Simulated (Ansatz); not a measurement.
Consider cell relaxations under several functionals of Rb3Tl, space group Fm-3m (the Python package of Ansatz (0.2.0)).

`lattice_rb3tl.py`
```python
"""How the lattice of Rb3Tl depends on the functional."""

import argparse

import ansatz
import numpy as np

parser = argparse.ArgumentParser(description="How the lattice of Rb3Tl depends on the functional.")
parser.add_argument("--max-scf", type=int, required=True, help="most SCF iterations")
args = parser.parse_args()

def edges_and_angles(cell):
    cell = np.asarray(cell)
    a, b, c = np.linalg.norm(cell, axis=1)
    cosines = cell[1] @ cell[2] / (b * c), cell[0] @ cell[2] / (a * c), cell[0] @ cell[1] / (a * b)
    return (a, b, c, *np.degrees(np.arccos(cosines)))

crystal = (
    ansatz.Lattice.fcc(9.824636)
    .space_group(225)
    .atom("Rb", (0.25, 0.75, 0.75))
    .atom("Rb", (0.5, 0.0, 0.0))
    .atom("Tl", (0.0, 0.0, 0.0))
    .primitive()
)

calculation = crystal.calculation()
calculation = calculation.accuracy("medium").kpoints(5)
calculation = calculation.occupations(ansatz.OccupationsMethod.COLD).eigensolver("davidson", full_accuracy=True)
calculation = calculation.scf(max_iterations=args.max_scf)
calculation = calculation.relax(cell=True)

levels = [("lda", "none"), ("pbesol", "d3bj"), ("blyp", "d3bj")]
print("level            a       b       c    alpha   beta  gamma  V/atom  steps")
for name, dispersion in levels:
    seen = []
    run = calculation.functional(name, dispersion=dispersion).session().plan()
    out = run.execute(on_event=lambda e: seen.append(e) if e["event"] == "relax_step" else None)
    cell = out.lattice.cell_ang
    label = name if dispersion == "none" else f"{name}+{dispersion}"
    print("{:13s} {:7.4f} {:7.4f} {:7.4f} {:6.2f} {:6.2f} {:6.2f}".format(label, *edges_and_angles(cell)), f"{abs(np.linalg.det(cell)) / len(out.lattice.sites):7.3f} {len(seen):5d}")
```

Rank the levels of theory by the volume of the relaxed cell.

From smallest to largest: PBEsol+D3BJ (48.55 Å³ an atom, -18.1 % against the start), LDA (48.71 Å³ an atom, -17.8 % against the start) and BLYP+D3BJ (52.01 Å³ an atom, -12.3 % against the start). The spread is 7.1 % in volume.

The run itself:

Running `python lattice_rb3tl.py --max-scf 60` prints:
```text
level            a       b       c    alpha   beta  gamma  V/atom  steps
DeckWarning: basis.ecutwfc = 420 eV, auto-derived from the records' recommended cutoffs: set by Rb (normal level)
lda            6.5073  6.5073  6.5073  60.00  60.00  60.00  48.711     5
pbesol+d3bj    6.5001  6.5001  6.5001  60.00  60.00  60.00  48.550     5
blyp+d3bj      6.6509  6.6509  6.6509  60.00  60.00  60.00  52.008     5
```
(Warnings from the package without file and line.)

What to keep in mind:
- These settings explore the input space; cutoff and mesh may be short of convergence.
- Forces vanish by symmetry, so the ions can't move, and the end may be a saddle.
- BLYP and dispersion corrections can be off by several per cent in the lattices of metals, and by several GPa in the pressure at a fixed cell.
- The mesh is modest for a metal, so energies can be off by several to tens of meV an atom and pressures by half a GPa or more; differences at equal mesh fare better.
- Edges and angles are those of the cell as typed, here a primitive one, not of the conventional cell.
- Spin-orbit coupling, which matters for elements this heavy, is left out.
- This cell is a computed structure, which may not be the phase found in nature.
- Wall time of the script: 53 s on 1 thread of Intel(R) Xeon(R) Platinum 8488C (Sapphire Rapids) (shared host), peak memory 0.58 GiB.
